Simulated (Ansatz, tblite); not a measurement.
# Tetraphenylgermane (C₂₄H₂₀Ge): a ladder of methods and basis sets

An exercise on one series of results from a longer session: the logs are not shown, and one member is left open.

The runs use Ansatz 0.2.0, Gaussian basis; as each input shows.

Plan: GFN1-xTB, GFN2-xTB, PBE-D4/def2-TZVP, r2SCAN-D4/def2-TZVP, r2SCANh-D4/def2-TZVP, B97M-V/def2-TZVP, revPBE-D4/def2-TZVP, PBE-D4/def2-SVP, PBE0-D4/def2-SVP, HF/6-31G, B3LYP-D4/6-31G, MP2/def2-SVP, RPA/def2-SVP.

### The structure

The geometry is that of the singlet, from an earlier relaxation (PBE-D4/def2-SVP).

SMILES `c1cc[c]([Ge]([c]2ccccc2)([c]2ccccc2)[c]2ccccc2)cc1`, 45 atoms, charge 0, spin multiplicity 1.

Bond lengths: C1–C2 1.404 Å, C1–C25 1.404 Å, C1–H26 1.101 Å, C2–C3 1.404 Å, C2–H27 1.101 Å, C3–C4 1.412 Å, C3–H28 1.102 Å, C4–Ge5 1.963 Å, C4–C24 1.410 Å, Ge5–C6 1.963 Å, Ge5–C12 1.963 Å, Ge5–C18 1.963 Å, C6–C7 1.412 Å, C6–C11 1.410 Å, C7–C8 1.404 Å, C7–H29 1.102 Å, C8–C9 1.404 Å, C8–H30 1.101 Å and more. Angles: C2–C1–C25 119.8°, C2–C1–H26 120.1°, C25–C1–H26 120.1°, C1–C2–C3 120.0°, C1–C2–H27 120.1°, C3–C2–H27 119.9°, C2–C3–C4 120.7°, C2–C3–H28 119.4°, C4–C3–H28 119.9°, C3–C4–Ge5 120.6°, C3–C4–C24 118.7°, Ge5–C4–C24 120.7°, C4–Ge5–C6 109.7°, C4–Ge5–C12 108.9°, C4–Ge5–C18 109.7°, C6–Ge5–C12 109.8°, C6–Ge5–C18 108.9°, C12–Ge5–C18 109.7° and more.

PBE0-D4/def2-TZVP was run before; its log isn't repeated, and its numbers join the tables.

The first run:

Tight binding, by tblite at 300 K electronic temperature and without a spin-polarisation term:

```python
tblite.interface.Calculator('GFN1-xTB', numbers, positions, charge=0, uhf=0).singlepoint()
```

Tight binding, by tblite at 300 K electronic temperature and without a spin-polarisation term:

```python
tblite.interface.Calculator('GFN2-xTB', numbers, positions, charge=0, uhf=0).singlepoint()
```

start.molden holds the orbitals of an earlier run on this state, given as this run's starting guess.

Input file in.yaml:

```yaml
crystal:
  periodic: [false, false, false]
  atoms:
    - {symbol: C, position_ang: [-1.585733, -3.615391, 2.712786]}
    - {symbol: C, position_ang: [-2.499238, -2.751123, 2.088417]}
    - {symbol: C, position_ang: [-2.033161, -1.702359, 1.278866]}
    - {symbol: C, position_ang: [-0.649404, -1.502146, 1.084569]}
    - {symbol: Ge, position_ang: [-0.000352, -0.000088, 0.000434]}
    - {symbol: C, position_ang: [0.047193, 1.631841, 1.090038]}
    - {symbol: C, position_ang: [0.881002, 2.712217, 0.729280]}
    - {symbol: C, position_ang: [0.886177, 3.896920, 1.483597]}
    - {symbol: C, position_ang: [0.057801, 4.015122, 2.611022]}
    - {symbol: C, position_ang: [-0.772721, 2.945695, 2.982960]}
    - {symbol: C, position_ang: [-0.775893, 1.762175, 2.227873]}
    - {symbol: C, position_ang: [-1.210259, 0.255070, -1.524057]}
    - {symbol: C, position_ang: [-1.783057, -0.855989, -2.179843]}
    - {symbol: C, position_ang: [-2.615283, -0.678467, -3.297160]}
    - {symbol: C, position_ang: [-2.887108, 0.614626, -3.771809]}
    - {symbol: C, position_ang: [-2.326808, 1.728252, -3.125506]}
    - {symbol: C, position_ang: [-1.495782, 1.548536, -2.008354]}
    - {symbol: C, position_ang: [1.811318, -0.385392, -0.649510]}
    - {symbol: C, position_ang: [2.934282, -0.153666, 0.173814]}
    - {symbol: C, position_ang: [4.228251, -0.466853, -0.273518]}
    - {symbol: C, position_ang: [4.415658, -1.013743, -1.553004]}
    - {symbol: C, position_ang: [3.306953, -1.245440, -2.383013]}
    - {symbol: C, position_ang: [2.014452, -0.931188, -1.934027]}
    - {symbol: C, position_ang: [0.256908, -2.380429, 1.714134]}
    - {symbol: C, position_ang: [-0.206778, -3.429169, 2.524100]}
    - {symbol: H, position_ang: [-1.950001, -4.439156, 3.346160]}
    - {symbol: H, position_ang: [-3.581651, -2.897322, 2.229486]}
    - {symbol: H, position_ang: [-2.759544, -1.037283, 0.783598]}
    - {symbol: H, position_ang: [1.543967, 2.626015, -0.147232]}
    - {symbol: H, position_ang: [1.542711, 4.731567, 1.191666]}
    - {symbol: H, position_ang: [0.062870, 4.942532, 3.204597]}
    - {symbol: H, position_ang: [-1.419994, 3.033093, 3.869658]}
    - {symbol: H, position_ang: [-1.424620, 0.925161, 2.533420]}
    - {symbol: H, position_ang: [-1.585580, -1.875043, -1.808679]}
    - {symbol: H, position_ang: [-3.057217, -1.554033, -3.798124]}
    - {symbol: H, position_ang: [-3.540817, 0.755161, -4.646656]}
    - {symbol: H, position_ang: [-2.542079, 2.744202, -3.492033]}
    - {symbol: H, position_ang: [-1.067830, 2.429535, -1.502855]}
    - {symbol: H, position_ang: [2.799883, 0.286680, 1.175439]}
    - {symbol: H, position_ang: [5.095773, -0.278590, 0.378290]}
    - {symbol: H, position_ang: [5.429866, -1.257623, -1.905634]}
    - {symbol: H, position_ang: [3.450802, -1.669558, -3.389136]}
    - {symbol: H, position_ang: [1.151752, -1.107547, -2.596949]}
    - {symbol: H, position_ang: [1.340920, -2.248532, 1.564592]}
    - {symbol: H, position_ang: [0.512400, -4.108274, 3.008296]}
basis:
  gaussian: {orbitals: def2-TZVP, fitting: {mean_field: def2-universal-jkfit}, initial_orbitals: start.molden}
hamiltonian: {xc: pbe, dispersion: d4}
scf: {omitted_lower_state_checks: [starts]}
output: {orbitals: {seedname: orbitals}}
```

The run is started by

```
$ ansatz run in.yaml --threads 2 --pin off --events-out ev --progress --plain --max-ram 32768MiB --backend cuda --devices 0, --max-vram 18GiB
```

Among the steps run: PBE-D4/def2-TZVP; r2SCAN-D4/def2-TZVP; r2SCANh-D4/def2-TZVP; B97M-V/def2-TZVP; revPBE-D4/def2-TZVP; PBE-D4/def2-SVP; PBE0-D4/def2-SVP; HF/6-31G; B3LYP-D4/6-31G; MP2/def2-SVP; RPA/def2-SVP.

One table of the session follows, with a row left open; its other results are not shown here.

It belongs to the step «Binding energy». 

```
               level  binding an atom (eV)
            HF/6-31G                 3.628
         HF/def2-SVP                 3.869
     PBE-D4/def2-SVP                 5.385
    PBE-D4/def2-TZVP                     ?
 revPBE-D4/def2-TZVP                 5.180
 r2SCAN-D4/def2-TZVP                 5.151
    B97M-V/def2-TZVP                 5.126
r2SCANh-D4/def2-TZVP                 5.118
      B3LYP-D4/6-31G                 5.058
    PBE0-D4/def2-SVP                 5.284
   PBE0-D4/def2-TZVP                 5.204
        MP2/def2-SVP                 5.065
```

Q: Estimate the row for PBE-D4/def2-TZVP from the others.

As computed: binding an atom (eV): 5.309. In the column «binding an atom (eV)» it lies between PBE0-D4/def2-SVP (5.284) and PBE-D4/def2-SVP (5.385).

Limits of these values: Free atoms were run apart at each level; binding is atoms less cluster, divided by the number of atoms, without zero-point or spin-orbit terms.
